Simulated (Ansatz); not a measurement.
# H₄O₃SeTi: vertical ionisation energy

How much energy removes an electron from H₄O₃SeTi at fixed geometry? The cation is run at each level and the neutral's energy taken from earlier runs.

Program: Ansatz 0.2.0, Gaussian basis. Level of theory: unrestricted cation, the program's frozen cores in correlated methods. These are calculated values, not measurements.

Plan: UKS PBE-D4/def2-TZVPP; UKS r2SCAN-D4/def2-TZVPP; UKS PBE0-D4/def2-TZVPP; UKS B3LYP-D4/def2-TZVPP; UKS wB97X-V/def2-TZVPP; UKS wB97M-V/def2-TZVPP; UKS B2PLYP/def2-TZVPP; UHF-CCSD(T)/def2-TZVPP; UHF-MP2/def2-QZVPP; extrapolation to the limit; then −ε(HOMO) from the neutral's earlier runs with LDA (SPW92), PBE-D4, revPBE-D4, BLYP-D4, r2SCAN-D4, B97M-V, PBE0-D4, B3LYP-D4, r2SCANh-D4, r2SCAN0-D4, HSE06-D4, BHLYP-D4, CAM-B3LYP-D4, LC-ωPBE, ωB97X-V, ωB97M-V.

## (1) The geometry

An earlier PBE0-D4 in a triple-zeta def2 set relaxation fixed the geometry.

SMILES `[OH][Ti]([OH])([OH])[SeH]`, 9 atoms, charge 0, spin multiplicity 1.

Atoms are counted from 1 here; the program's logs count them from 0.

Bond lengths: O1–Ti2 1.791 Å, O1–H6 0.958 Å, Ti2–O3 1.785 Å, Ti2–O4 1.782 Å, Ti2–Se5 2.451 Å, O3–H7 0.958 Å, O4–H8 0.957 Å, Se5–H9 1.472 Å. Angles: Ti2–O1–H6 130.8°, O1–Ti2–O3 111.5°, O1–Ti2–O4 110.2°, O1–Ti2–Se5 110.6°, O3–Ti2–O4 112.3°, O3–Ti2–Se5 104.2°, O4–Ti2–Se5 107.8°, Ti2–O3–H7 132.5°, Ti2–O4–H8 136.3°, Ti2–Se5–H9 91.1°.

## (2) Cation, UKS PBE-D4/def2-TZVPP

Input file in.yaml:

```yaml
crystal:
  periodic: [false, false, false]
  atoms:
    - {symbol: O, position_ang: [-0.225133, 1.196671, -1.418167]}
    - {symbol: Ti, position_ang: [0.259223, 0.038521, -0.141137]}
    - {symbol: O, position_ang: [2.025198, -0.224538, -0.131074]}
    - {symbol: O, position_ang: [-0.650841, -1.483472, -0.311962]}
    - {symbol: Se, position_ang: [-0.223114, 0.952537, 2.081129]}
    - {symbol: H, position_ang: [-0.963933, 1.183777, -2.028506]}
    - {symbol: H, position_ang: [2.562304, -1.005249, 0.011544]}
    - {symbol: H, position_ang: [-1.128332, -2.073079, 0.271527]}
    - {symbol: H, position_ang: [-1.566970, 1.368631, 1.649546]}
basis:
  gaussian: {orbitals: def2-TZVPP}
total_charge: 1
magnetization: {spin_polarized: true, initial_magnetization: 1}
hamiltonian: {xc: pbe, dispersion: d4}
```

Run with:

```bash
ansatz run in.yaml --threads 2 --pin off --events-out ev --progress --plain --max-ram 32768MiB --backend cpu
```

The program printed:

```text
Functional definition: PBE
  name "PBE"
  cite "Perdew, Burke & Ernzerhof, Phys. Rev. Lett. 77, 3865 (1996) doi:10.1103/PhysRevLett.77.3865"
  parent pbe
  parameter kappa = 0.804
  parameter beta = 0.06672455060314922
  exchange = pbe_x(kappa = kappa, mu = beta*pi^2/3)
  correlation = pbe_c(beta = beta)
1508 factors; their error is unknown
mean field evaluation 1: about -94591.5832 eV, gradient 1.2e2 eV
mean field evaluation 2: about -93017.5447 eV, gradient 4.1e2 eV
mean field evaluation 4: about -94635.2823 eV, gradient 4.5e1 eV
mean field evaluation 8: about -94649.1164 eV, gradient 6.5e0 eV
mean field evaluation 16: about -94649.2980 eV, gradient 2.8e-2 eV
mean field evaluation 32: about -94644.0834 eV, gradient 1.9e1 eV
mean field -94649.29799755 eV, -3478.2975458115 hartree, gradient 3.0e-5 eV, S^2 0.753773; 4 other end points of the search recorded, 0 dependent functions left out
reference -94649.29804745 eV, -3478.2975476455 hartree; 42, 41 occupied and 219, 220 virtual orbitals, 1508 factors
Total energy: -94649.50191039 eV, -3478.3050394703 hartree
```

Run time: 14 s. Hardware: 2 threads of AMD EPYC 7R13, shared host; peak memory 0.62 GiB.

Less the neutral's -94658.3096 eV (earlier run), this gives 8.808 eV. ⟨S²⟩ = 0.754.

## (3) Cation, UKS r2SCAN-D4/def2-TZVPP

Changes to in.yaml since step 2:

```diff
@@ -16,2 +16,2 @@
 magnetization: {spin_polarized: true, initial_magnetization: 1}
-hamiltonian: {xc: pbe, dispersion: d4}
+hamiltonian: {xc: r2scan, dispersion: d4}
```

Same command.

The program printed, cut to the lines that bear on the results:

```text
Functional definition: r2SCAN
  name "r2SCAN"
  cite "Furness, Kaplan, Ning, Perdew & Sun, J. Phys. Chem. Lett. 11, 8208 (2020) doi:10.1021/acs.jpclett.0c02405"
  cite "Furness, Kaplan, Ning, Perdew & Sun, J. Phys. Chem. Lett. 11, 9248 (2020) doi:10.1021/acs.jpclett.0c03077"
  parent r2scan
[...]
1508 factors; their error is unknown
[...]
mean field -94667.34041313 eV, -3478.9605923546 hartree, gradient 6.4e-5 eV, S^2 0.756541; 4 other end points of the search recorded, 0 dependent functions left out
reference -94667.34043157 eV, -3478.9605930321 hartree; 42, 41 occupied and 219, 220 virtual orbitals, 1508 factors
Total energy: -94667.38912000 eV, -3478.9623822990 hartree
```

It took 28 s on 2 threads of AMD EPYC 7R13, shared host; peak memory 0.7 GiB.

The neutral molecule at this level: -94676.2864 eV. Difference: 8.897 eV. ⟨S²⟩ = 0.757.

## (4) Cation, UKS PBE0-D4/def2-TZVPP

Changes to in.yaml since step 3:

```diff
@@ -16,2 +16,2 @@
 magnetization: {spin_polarized: true, initial_magnetization: 1}
-hamiltonian: {xc: r2scan, dispersion: d4}
+hamiltonian: {xc: pbe0, dispersion: d4}
```

The command is unchanged.

The program printed:

```text
Functional definition: PBE0
  name "PBE0"
  cite "Adamo & Barone, J. Chem. Phys. 110, 6158 (1999) doi:10.1063/1.478522"
  cite "Perdew, Burke & Ernzerhof, Phys. Rev. Lett. 77, 3865 (1996) doi:10.1103/PhysRevLett.77.3865"
  parent pbe
  parameter a = 0.25
  parameter kappa = 0.804
  parameter beta = 0.06672455060314922
  exchange = (1 - a)*pbe_x(kappa = kappa, mu = beta*pi^2/3) + a*exact_x
  correlation = pbe_c(beta = beta)
1613 factors; their error is unknown
mean field evaluation 1: about -94620.2049 eV, gradient 9.2e1 eV
mean field evaluation 2: about -94311.4272 eV, gradient 2.6e2 eV
mean field evaluation 4: about -94641.9908 eV, gradient 4.9e1 eV
mean field evaluation 8: about -94650.5190 eV, gradient 6.6e-1 eV
mean field evaluation 16: about -94651.0673 eV, gradient 3.1e-3 eV
mean field evaluation 32: about -94650.9101 eV, gradient 1.9e0 eV
mean field -94651.06733855 eV, -3478.3625678941 hartree, gradient 5.6e-5 eV, S^2 0.755209; 2 other end points of the search recorded, 0 dependent functions left out
reference -94651.06737554 eV, -3478.3625692534 hartree; 42, 41 occupied and 219, 220 virtual orbitals, 1613 factors
Total energy: -94651.24269735 eV, -3478.3690122109 hartree
```

It took 20 s on 2 threads of AMD EPYC 7R13, shared host; peak memory 1.2 GiB.

Less the neutral's -94660.1775 eV (earlier run), this gives 8.935 eV. ⟨S²⟩ = 0.755.

## (5) Cation, UKS B3LYP-D4/def2-TZVPP

Changes to in.yaml since step 4:

```diff
@@ -16,2 +16,2 @@
 magnetization: {spin_polarized: true, initial_magnetization: 1}
-hamiltonian: {xc: pbe0, dispersion: d4}
+hamiltonian: {xc: {name: B3LYP}, dispersion: d4}
```

The command is unchanged.

The program printed, cut to the lines that bear on the results:

```text
Functional definition: B3LYP
  name "B3LYP"
  cite "Stephens, Devlin, Chabalowski & Frisch, J. Phys. Chem. 98, 11623 (1994) doi:10.1021/j100096a001"
  cite "Becke, Phys. Rev. A 38, 3098 (1988) doi:10.1103/PhysRevA.38.3098"
  cite "Lee, Yang & Parr, Phys. Rev. B 37, 785 (1988) doi:10.1103/PhysRevB.37.785"
  cite "Vosko, Wilk & Nusair, Can. J. Phys. 58, 1200 (1980) doi:10.1139/p80-159"
[...]
1596 factors; their error is unknown
[...]
mean field -94672.47059063 eV, -3479.1491229002 hartree, gradient 6.4e-5 eV, S^2 0.754028; 2 other end points of the search recorded, 0 dependent functions left out
reference -94672.47086731 eV, -3479.1491330682 hartree; 42, 41 occupied and 219, 220 virtual orbitals, 1596 factors
Total energy: -94672.80199951 eV, -3479.1613019519 hartree
```

It took 17 s on 2 threads of AMD EPYC 7R13, shared host; peak memory 1.2 GiB.

The neutral molecule at this level: -94681.8001 eV. Difference: 8.998 eV. ⟨S²⟩ = 0.754.

## (6) Cation, UKS wB97X-V/def2-TZVPP

Changes to in.yaml since step 5:

```diff
@@ -16,2 +16,2 @@
 magnetization: {spin_polarized: true, initial_magnetization: 1}
-hamiltonian: {xc: {name: B3LYP}, dispersion: d4}
+hamiltonian: {xc: {name: wB97X-V}}
```

Launched as before.

The program printed, cut to the lines that bear on the results:

```text
Functional definition: wB97X-V
  name "wB97X-V"
  cite "Mardirossian & Head-Gordon, Phys. Chem. Chem. Phys. 16, 9904 (2014) doi:10.1039/C3CP54374A"
  cite "Becke, J. Chem. Phys. 107, 8554 (1997) doi:10.1063/1.475007"
  cite "Vydrov & Van Voorhis, J. Chem. Phys. 133, 244103 (2010) doi:10.1063/1.3521275"
[...]
      + integral(e_c_pw_opposite_spin*poly(b97_u_opposite, cos0, cos1)) + vv10(b, c)
1578 factors; their error is unknown
303 factors; integrals over basis functions are off by at most 6.7e-6 eV
[...]
mean field -94659.13800069 eV, -3478.6591592571 hartree, gradient 5.7e-5 eV, S^2 0.753700; 2 other end points of the search recorded, 0 dependent functions left out
reference -94659.13799835 eV, -3478.6591591712 hartree; 42, 41 occupied and 219, 220 virtual orbitals, 1578 factors
Total energy: -94659.13799835 eV, -3478.6591591712 hartree
```

Run time: 44 s. Hardware: 2 threads of AMD EPYC 7R13, shared host; peak memory 1.5 GiB.

The neutral molecule at this level: -94668.0876 eV. Difference: 8.950 eV. ⟨S²⟩ = 0.754.

## (7) Cation, UKS wB97M-V/def2-TZVPP

Changes to in.yaml since step 6:

```diff
@@ -16,2 +16,2 @@
 magnetization: {spin_polarized: true, initial_magnetization: 1}
-hamiltonian: {xc: {name: wB97X-V}}
+hamiltonian: {xc: {name: wB97M-V}}
```

Same command.

The program printed, cut to the lines that bear on the results:

```text
Functional definition: wB97M-V
  name "wB97M-V"
  cite "Mardirossian & Head-Gordon, J. Chem. Phys. 144, 214110 (2016) doi:10.1063/1.4952647"
  cite "Becke, J. Chem. Phys. 107, 8554 (1997) doi:10.1063/1.475007"
  cite "Vydrov & Van Voorhis, J. Chem. Phys. 133, 244103 (2010) doi:10.1063/1.3521275"
  # Of w^i u^j: cxij and so on, Table III.
[...]
  gx(w, u) = 1 - cx + cx01*u + cx10*w
  gss(w, u) = css00 + css04*u^4 + css10*w + css20*w^2 + css43*w^4*u^3
  gos(w, u) = cos00 + cos10*w + (cos20 + cos21*u)*w^2 + (cos60 + cos61*u)*w^6
[...]
      + integral(e_c_pw_mod_opposite_spin*gos(b97_w_opposite, b97_u_opposite)) + vv10(b, c)
1548 factors; their error is unknown
303 factors; integrals over basis functions are off by at most 6.7e-6 eV
[...]
mean field -94663.57514208 eV, -3478.8222211957 hartree, gradient 5.1e-5 eV, S^2 0.753500; 2 other end points of the search recorded, 0 dependent functions left out
reference -94663.57520238 eV, -3478.8222234117 hartree; 42, 41 occupied and 219, 220 virtual orbitals, 1548 factors
Total energy: -94663.57520238 eV, -3478.8222234117 hartree
```

Run time: 49 s. Hardware: 2 threads of AMD EPYC 7R13, shared host; peak memory 1.6 GiB.

Less the neutral's -94672.4825 eV (earlier run), this gives 8.907 eV. ⟨S²⟩ = 0.754.

## (8) Cation, UKS B2PLYP (frozen core)/def2-TZVPP

Changes to in.yaml since step 7:

```diff
@@ -16,2 +16,2 @@
 magnetization: {spin_polarized: true, initial_magnetization: 1}
-hamiltonian: {xc: {name: wB97M-V}}
+hamiltonian: {xc: {name: B2PLYP}}
```

The command is unchanged.

The program printed, cut to the lines that bear on the results:

```text
Functional definition: B2PLYP
  name "B2PLYP"
  cite "Grimme, J. Chem. Phys. 124, 034108 (2006) doi:10.1063/1.2148954"
  cite "Becke, Phys. Rev. A 38, 3098 (1988) doi:10.1103/PhysRevA.38.3098"
  cite "Lee, Yang & Parr, Phys. Rev. B 37, 785 (1988) doi:10.1103/PhysRevB.37.785"
[...]
1701 factors; integrals over basis functions are off by at most 7.5e-4 eV
[...]
mean field -94639.50008685 eV, -3477.9374792346 hartree, gradient 5.6e-6 eV, S^2 0.756200; 2 other end points of the search recorded, 0 dependent functions left out
17 core orbitals not correlated: weight in the atoms' cores, before any rotation towards them, 1.000 or more for the frozen orbitals, at most 0.000 for the correlated occupied ones
reference -94639.50025970 eV, -3477.9374855866 hartree; 25, 24 occupied and 219, 220 virtual orbitals, 1701 factors
second order -48.06089822 eV of doubles, -0.00000000 eV of singles
Total energy: -94652.47670222 eV, -3478.4143610534 hartree
```

Wall time 32 s (2 threads of AMD EPYC 7R13, shared host); peak memory 1.4 GiB.

Less the neutral's -94661.3545 eV (earlier run), this gives 8.878 eV. ⟨S²⟩ = 0.756.

## (9) Cation, UHF-CCSD(T)/def2-TZVPP

Changes to in.yaml since step 8:

```diff
@@ -16,2 +16,3 @@
 magnetization: {spin_polarized: true, initial_magnetization: 1}
-hamiltonian: {xc: {name: B2PLYP}}
+correlation: {method: ccsd_t}
+scf: {omitted_lower_state_checks: [cluster_reference]}
```

Run with:

```bash
ansatz run in.yaml --threads 2 --pin off --events-out ev --progress --plain --max-ram 32768MiB --backend cuda --devices 0, --max-vram 18GiB
```

The program printed, cut to the lines that bear on the results:

```text
Functional definition: HF
  name "HF"
  cite "Fock, Z. Phys. 61, 126 (1930) doi:10.1007/BF01340294"
  parent pbe
[...]
1701 factors; integrals over basis functions are off by at most 7.5e-4 eV
[...]
mean field -94564.22886848 eV, -3475.1713129802 hartree, gradient 5.1e-6 eV, S^2 0.762329; 2 other end points of the search recorded, 0 dependent functions left out
17 core orbitals not correlated: weight in the atoms' cores, before any rotation towards them, 1.000 or more for the frozen orbitals, at most 0.000 for the correlated occupied ones
reference -94564.22886848 eV, -3475.1713129802 hartree; 25, 24 occupied and 219, 220 virtual orbitals, 1701 factors
second order -38.38108728 eV of doubles, -0.00000000 eV of singles
cycle   1  -36.57441859 eV  change     1.8e0 eV  update   2.8e-1
[...]
cycle  17  -38.40535322 eV  change    1.9e-5 eV  update   2.1e-5
perturbative correction -1.94108762 eV, -0.0713336544 hartree
Total energy: -94604.57530933 eV, -3476.6540173334 hartree
Checks for a lower state left out: cluster_reference
```

It took 32 s on 1 × H100 (card shared with other runs) with 2 threads of AMD EPYC 7R13, shared host; peak host memory 0.9 GiB.

Less the neutral's -94613.4542 eV (earlier run), this gives 8.879 eV. ⟨S²⟩ = 0.762. T1 = 0.025 (report).

## (10) Cation, UHF-MP2/def2-QZVPP

Changes to in.yaml since step 9:

```diff
@@ -13,6 +13,6 @@
 basis:
-  gaussian: {orbitals: def2-TZVPP}
+  gaussian: {orbitals: "def2-QZVPP.json"}
 total_charge: 1
 magnetization: {spin_polarized: true, initial_magnetization: 1}
-correlation: {method: ccsd_t}
+correlation: {method: mp2}
 scf: {omitted_lower_state_checks: [cluster_reference]}
```

Same command.

The program printed, cut to the lines that bear on the results:

```text
Functional definition: HF
  name "HF"
  cite "Fock, Z. Phys. 61, 126 (1930) doi:10.1007/BF01340294"
  parent pbe
[...]
3011 factors; integrals over basis functions are off by at most 9.4e-4 eV
[...]
mean field -94566.22037522 eV, -3475.2444995031 hartree, gradient 1.9e-6 eV, S^2 0.762696; 2 other end points of the search recorded, 0 dependent functions left out
17 core orbitals not correlated: weight in the atoms' cores, before any rotation towards them, 1.000 or more for the frozen orbitals, at most 0.000 for the correlated occupied ones
reference -94566.22037522 eV, -3475.2444995031 hartree; 25, 24 occupied and 431, 432 virtual orbitals, 3011 factors
second order -49.07695052 eV of doubles, -0.00000000 eV of singles
Total energy: -94615.29732574 eV, -3477.0480441691 hartree
Checks for a lower state left out: cluster_reference
```

Wall time 14 s (1 × H100 (card shared with other runs) with 2 threads of AMD EPYC 7R13, shared host); peak host memory 1.3 GiB.

The neutral molecule at this level: -94624.3589 eV. Difference: 9.062 eV. ⟨S²⟩ = 0.763.

## (11) Extrapolating to the complete basis

This step is arithmetic on the last runs, with X = 3 and 4: exp(−7.88√X) for Hartree-Fock, X^−2.97 for correlation; only MP2 was run in the larger set, so CCSD(T) minus MP2 is added from the smaller one.

```csv
level,energy at the limit (eV)
HF,-94566.4947
MP2,-94623.4945
CCSD,-94623.5188
CCSD(T),-94625.4598
```

This is no true limit for total energies: MP2 correlation changes by a factor of 1.28 from triple to quadruple zeta (about 1.07 in light molecules), because outer-core shells are correlated in sets not made for them. Much of that cancels between molecule and atoms or ions.

The neutral's limit, from its own earlier runs, is -94634.5703 eV in the additive form (MP2 limit plus CCSD(T) minus MP2 in triple zeta), in which the cation has -94625.4598 eV.

## (12) The ladder

```csv
method,ionisation energy (eV),from CCSD(T)/CBS (eV),time
PBE-D4,8.81,-0.30,19 s
r2SCAN-D4,8.90,-0.21,37 s
PBE0-D4,8.93,-0.18,27 s
B3LYP-D4,9.00,-0.11,27 s
ωB97X-V,8.95,-0.16,60 s
ωB97M-V,8.91,-0.20,72 s
B2PLYP,8.88,-0.23,44 s
HF/def2-TZVPP,8.05,-1.06,
MP2/def2-TZVPP,8.93,-0.18,
CCSD/def2-TZVPP,8.88,-0.23,
CCSD(T)/def2-TZVPP,8.88,-0.23,45 s (GPU)
CCSD(T)/CBS,9.11,0,68 s (GPU)
```

Some runs used a GPU and others CPU threads alone; cost is compared among the CPU runs only.

Among the levels timed on like hardware, those that no quicker one beats, quickest first: PBE-D4 (19 s, -0.30 eV); B3LYP-D4 (27 s, -0.11 eV).

Times add the cation's run and the neutral's; HF, MP2 and CCSD come out of the CCSD(T) runs.

For comparison, −ε(HOMO) of the neutral from earlier runs:

```csv
functional,−ε(HOMO) (eV),by energy difference (eV)
LDA (SPW92),5.91,
PBE-D4,5.74,8.81
revPBE-D4,5.67,
BLYP-D4,5.58,
r2SCAN-D4,6.01,8.90
B97M-V,6.04,
PBE0-D4,6.86,8.93
B3LYP-D4,6.63,9.00
r2SCANh-D4,6.42,
r2SCAN0-D4,7.05,
HSE06-D4,6.47,
BHLYP-D4,7.85,
CAM-B3LYP-D4,8.10,
LC-ωPBE,9.40,
ωB97X-V,9.08,8.95
ωB97M-V,8.96,8.91
```

## (13) Outcome

| quantity | value |
| --- | --- |
| ionisation energy, CCSD(T)/CBS | 9.11 eV |
| nearest functional by difference | B3LYP-D4 (-0.11 eV) |
| nearest −ε(HOMO) | ωB97X-V (-0.03 eV) |
| −ε(HOMO) of PBE | 5.74 eV |
| T1 of the cation | 0.025 |

Energy differences with functionals land within 0.30 eV of the reference. The PBE orbital energy is 3.4 eV too small: a semilocal HOMO is no ionisation energy. Among orbital estimates ωB97X-V comes nearest. Hartree-Fock falls 1.06 eV short, as the neutral has more correlation energy than the cation. Correlated methods include outer-core shells of Se, Ti, which these sets cover unevenly. With outer-core shells in play the reference is unsure by up to some tenths of an eV, so close misses can't be ranked.

For cost: B3LYP-D4 gets within 0.11 eV in 27 s; the quickest level in the cost chart, PBE-D4, takes 19 s and misses by 0.30 eV.
